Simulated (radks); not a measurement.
# La³²⁺ in [Ne] 3s1 3p6 3d7 4f1: an all-electron calculation

Wanted: eigenvalues, radial structure and energy terms of the lanthanum ion La32+.

Method: scalar-relativistic Kohn-Sham, r2SCAN, spin-polarised, spherical densities, finite nucleus; open shells are filled with parallel spins first. Code: radks (a radial shooting solver on a logarithmic mesh, Libxc functionals) version 1.

### Step 1. What is computed

- element: lanthanum (Z = 57)
- charge: +32
- electrons: 25
- configuration: [Ne] 3s1 3p6 3d7 4f1
- nuclear rms radius: 4.855 fm

The outer shells:

La³²⁺
```
[Ne] core
3s [↑ ]
3p [↑↓][↑↓][↑↓]
3d [↑↓][↑↓][↑ ][↑ ][↑ ]
4f [↑ ][  ][  ][  ][  ][  ][  ]
```

### Step 2. The calculation

The run's settings:

```text
Z 57
configuration [Ne] 3s1 3p6 3d7 4f1 4s0 4p0
relativity scalar-relativistic
functional r2scan,r2scan
spin polarised
nucleus finite rms 4.855 fm
c 137.035999084
```

Command:

```
$ python run_ks.py task.json out
```

This one command runs every case of the session in turn.

What does the calculation give?

**Answer**, as computed:

| quantity | value |
| --- | --- |
| total energy | -7791.0386 hartree |
| exchange-correlation share of it | 1.99 % |
| −T/E | 1.0617 |
| highest occupied level | 4f up, -949.96 eV |
| most extended occupied level | 4f up, <r> = 0.501 bohr |
| radius at density 0.001 e/bohr³ | 1.17 bohr |
| maxima of the radial density | 3 |

What this shows: 4 principal shells are occupied and 3 maxima appear in the radial density; where shells overlap, one shows as a shoulder or not at all. −T/E is 1.062: with relativity the kinetic term as defined here no longer equals −E. This is not the tabulated ground configuration, so its levels and sizes aren't those of the ground state, and no measured value stands beside it.
